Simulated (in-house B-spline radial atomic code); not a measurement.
**Ru⁴¹⁺: Hartree-Fock with and without relativity**

How do the shells of Ru⁴¹⁺ move when the Schrödinger Hamiltonian gives way to Dirac's?

Method: Hartree-Fock averaged over the configuration, non-relativistic (point nucleus) and Dirac-Coulomb (finite nucleus); spherical all-electron atom at the radial basis limit. Code: in-house B-spline radial atomic code version 1.

## (1) Starting point

* element: ruthenium (Z = 44)
* charge: +41
* electrons: 3
* configuration: [He] 2s1
* nucleus: point (non-relativistic run); Fermi, rms radius 4.481 fm (Dirac runs)

The outer shells:

[He] 2s1
```
[He] core
2s [↑ ]
```

The boxes draw the filling by Hund's rule, which heavy ions in jj coupling don't follow; these runs average over all states of the configuration.

## (2) Non-relativistic run

Settings of the run:

```ini
Z = 44
electrons = 3.0
configuration = [He] 2s1
hamiltonian = nr
method = hf
spin_polarised = False
```

## (3) Dirac-Coulomb run

Settings of the run:

```ini
Z = 44
electrons = 3.0
configuration = [He] 2s1
hamiltonian = dirac
method = hf
spin_polarised = False
nucleus = fermi
rms_radius = 4.4809
mass_number = 102
atomic_mass = 101.904340312
speed_of_light = 137.035999084
```

**Question.** How much does each shell's level and mean radius change with the Dirac Hamiltonian, and the total energy?

As calculated:

Levels and radii; the Dirac values are averaged over j with the occupations as weights.

| shell | ε non-rel. (eV) | ε Dirac (eV) | <r> non-rel. (bohr) | <r> Dirac (bohr) | change of <r> (%) |
| --- | --- | --- | --- | --- | --- |
| 1s | -25365.4 | -26040.0 | 0.03440 | 0.03320 | -3.48 |
| 2s | -6115.53 | -6317.50 | 0.1403 | 0.1351 | -3.70 |

The Dirac run lies -58.90 hartree (-2.8 %) from the non-relativistic one; the finite nucleus has a part in that. The first-order mass-velocity and Darwin terms of the non-relativistic run add up to -54.47 hartree, 92 % of it. Averaged over j, the 2s shell contracts most (-3.70 %). Breit terms add 1.25 hartree and QED terms 1.73 hartree.
